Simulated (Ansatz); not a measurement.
**The cluster Zr₃H₁₂O₁₂: the relaxed shape and its frontier levels**

What does the cluster Zr₃H₁₂O₁₂ look like as a singlet, and where do its frontier electrons sit?

Program: Ansatz 0.2.0, Gaussian basis. Level of theory: RKS PBE0-D4/def2-TZVP. These are calculated values, not measurements.

Plan: relaxation at PBE-D4/def2-SVP; a single point at PBE0-D4/def2-TZVP.

2 further runs of the same task are left out: 2 set aside as unsound or not needed.

## Step 1: Starting geometry

27 atoms, charge 0, spin multiplicity 1.

Atoms are counted from 1 here; the program's logs count them from 0.

Bond lengths: Zr1–O8 2.034 Å, Zr1–O10 2.872 Å, Zr1–O12 2.287 Å, Zr1–O13 1.916 Å, Zr1–O14 1.922 Å, Zr1–O15 1.894 Å, Zr2–O4 1.909 Å, Zr2–O5 1.912 Å, Zr2–O6 2.161 Å, Zr2–O7 1.917 Å, Zr2–O8 2.226 Å, Zr2–O10 2.478 Å, Zr3–O6 2.076 Å, Zr3–O9 1.906 Å, Zr3–O10 2.027 Å, Zr3–O11 1.912 Å, Zr3–O12 1.988 Å, O4–H16 0.962 Å and more. Angles: O8–Zr1–O10 71.1°, O8–Zr1–O12 77.6°, O8–Zr1–O13 90.3°, O8–Zr1–O14 144.7°, O8–Zr1–O15 104.6°, O10–Zr1–O12 70.3°, O10–Zr1–O13 92.5°, O10–Zr1–O14 75.0°, O10–Zr1–O15 162.5°, O12–Zr1–O13 161.3°, O12–Zr1–O14 82.0°, O12–Zr1–O15 92.2°, O13–Zr1–O14 100.9°, O13–Zr1–O15 104.7°, O14–Zr1–O15 104.6°, O4–Zr2–O5 98.2°, O4–Zr2–O6 100.6°, O4–Zr2–O7 105.1° and more.

Zr takes a core potential in the def2 sets. No spin-orbit coupling is included.

The start is a GFN1-xTB geometry.

## Step 2: Relaxation at PBE-D4/def2-SVP

in.yaml reads:

```yaml
crystal:
  periodic: [false, false, false]
  atoms:
    - {symbol: Zr, position_ang: [1.363030, 1.481790, 0.116330]}
    - {symbol: Zr, position_ang: [-2.103010, 0.105550, 0.007820]}
    - {symbol: Zr, position_ang: [0.740930, -1.858190, 0.214120]}
    - {symbol: O, position_ang: [-3.349290, 0.700210, 1.325900]}
    - {symbol: O, position_ang: [-3.234290, -1.145890, -0.891140]}
    - {symbol: O, position_ang: [-1.102570, -1.476060, 1.089130]}
    - {symbol: O, position_ang: [-2.068350, 1.495710, -1.311490]}
    - {symbol: O, position_ang: [-0.499260, 1.347370, 0.924330]}
    - {symbol: O, position_ang: [0.667650, -3.594190, 0.997060]}
    - {symbol: O, position_ang: [-0.065470, -0.639080, -1.190890]}
    - {symbol: O, position_ang: [2.134170, -2.312180, -1.013780]}
    - {symbol: O, position_ang: [1.505740, -0.428460, 1.365050]}
    - {symbol: O, position_ang: [0.735450, 2.787980, -1.136690]}
    - {symbol: O, position_ang: [2.685000, 0.569580, -0.940110]}
    - {symbol: O, position_ang: [2.363270, 2.472740, 1.382900]}
    - {symbol: H, position_ang: [-4.306920, 0.611370, 1.293370]}
    - {symbol: H, position_ang: [-3.609860, -1.184830, -1.774780]}
    - {symbol: H, position_ang: [-1.597300, -2.177160, 1.528080]}
    - {symbol: H, position_ang: [-1.269580, 2.004940, -1.517130]}
    - {symbol: H, position_ang: [-0.967100, 2.194540, 0.903920]}
    - {symbol: H, position_ang: [1.154000, -4.408810, 0.836120]}
    - {symbol: H, position_ang: [0.215850, -0.372240, -2.071020]}
    - {symbol: H, position_ang: [2.447800, -1.813640, -1.776020]}
    - {symbol: H, position_ang: [0.795350, -0.196900, 1.983550]}
    - {symbol: H, position_ang: [0.926650, 3.642480, -1.529770]}
    - {symbol: H, position_ang: [3.220410, -0.167880, -0.622740]}
    - {symbol: H, position_ang: [3.217700, 2.361250, 1.807890]}
basis:
  gaussian: {orbitals: def2-SVP}
hamiltonian: {xc: pbe, dispersion: d4}
scf: {lower_state_search: "off"}
output: {orbitals: {seedname: orbitals}}
relax: {f_tol: 0.03, max_steps: 70}
```

On the command line:

```sh
ansatz run in.yaml --threads 2 --pin off --events-out ev --progress --plain --max-ram 32768MiB --backend cuda --devices 0, --max-vram 18GiB
```

After this run come: Single point, PBE0-D4/def2-TZVP.

Before running them: what should the planned runs give, taken together? Wanted: point group; commonest bond, hydrogen aside; HOMO, LUMO at PBE0-D4/def2-TZVP; dipole at PBE-D4/def2-SVP.

**Answer**, as computed:

| quantity | value |
| --- | --- |
| point group | C1 |
| commonest bond, hydrogen aside | O–Zr, 17 of mean length 2.116 Å |
| HOMO, LUMO at PBE0-D4/def2-TZVP | -7.67, -0.57 eV |
| dipole at PBE-D4/def2-SVP | 5.04 D |

In words: The molecule keeps its bonding pattern by the stored test; the atoms moved 1.03 Å (rms), and the angle O6–Zr3–O11 went from 164° to 115°. No usable vibrations, so a minimum isn't proven. The HOMO lies nearest to O7 45 %; O5 29 % and the LUMO to Zr3 64 %; O9 10 %. Whether this spin is the lowest isn't tested here. The point group is read from a loosely relaxed geometry; soft torsions can leave it below the true symmetry.
